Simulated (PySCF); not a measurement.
**CoNCl: sextet, from a linear start**

Where does sextet CoNCl go from a linear start, is the end point a minimum, and what are its modes, charges and moments?

The runs use PySCF 2.14.0; PBE0, basis Co def2-TZVP, N def2-TZVP, Cl def2-TZVP, no relativity, density fitting.

### 1 Starting geometry

3 atoms, charge 0, spin multiplicity 6.

Bond lengths: Co1–N2 1.630 Å, Co1–Cl3 2.100 Å. Angles: N2–Co1–Cl3 180.0°.

```xyz
3
charge 0 multiplicity 6
Co    0.0000    0.0000    0.0000
N     0.0000    0.0000   -1.6300
Cl    0.0000    0.0000    2.1000
```

### 2 Finding the electronic state

One driver script runs all steps and calls PySCF; scf.py shows how it sets up the SCF of each step. The optimiser is the driver's own. After this first run the driver tries any further starts and a stability analysis.

The input, scf.py:

```python
from pyscf import gto, scf, dft
mol = gto.M(atom='''
Co     0.000000     0.000000     0.000000
N      0.000000     0.000000    -1.630000
Cl     0.000000     0.000000     2.100000''',
    basis={'Co': 'def2-TZVP', 'N': 'def2-TZVP', 'Cl': 'def2-TZVP'},
    charge=0, spin=5)
mf = dft.UKS(mol, xc='PBE0')
mf.grids.atom_grid = (50, 194)
aux = {'Co': 'def2-universal-JKFIT', 'N': 'def2-universal-JKFIT', 'Cl': 'def2-universal-JKFIT'}
mf = mf.density_fit(auxbasis=aux)
mf.conv_tol = 1e-08
mf.diis_space = 10
mf.max_cycle = 60
mf.init_guess = 'minao'
mf.verbose = 4
mf.kernel()
```

The run is started by

```sh
OMP_NUM_THREADS=4 python axn.py task.json out
```

The runs that follow: Relaxing the sextet from the linear start; Hessian and properties; Leaving the saddle point; Hessian and properties.

What does the calculation give? Wanted: minimum; geometry; wavenumbers; dipole moment; highest occupied, lowest empty level; polar-tensor charge of Co1; zero-point energy; atomisation energy; ⟨S²⟩.

The runs gave:

| quantity | value |
| --- | --- |
| minimum | sextet, Cs |
| geometry | Co–Cl 2.118 Å, Co–N 1.816 Å; Cl–Co–N 140.4° |
| wavenumbers (cm⁻¹) | 122 (a'), 404 (a'), 505 (a') |
| dipole moment | 2.56 D |
| highest occupied, lowest empty level (either spin) | -7.84, -4.30 eV |
| polar-tensor charge of Co1 | +0.98 e |
| zero-point energy | 6.2 kJ/mol |
| entropy at 298.15 K | 302.3 J/(mol K) |
| atomisation energy (no zero-point energy) | 509 kJ/mol |
| ⟨S²⟩ | 8.767 |

From C∞v at the start the molecule goes to a Cs minimum, after a stop at a second-order saddle point 14.2 kJ/mol higher, from which it was pushed off along an imaginary mode. In the infrared the band at 505 cm⁻¹ (a', stretch) leads. Most of the spin sits on Co1 (Mulliken spin 2.85, against 5 for the whole molecule). The first SCF alone would have been 123 kJ/mol too high. Other starts or spin states, not run here, may lie lower. Open d and f shells are described by one determinant, and the ground state may have another occupation or spin.
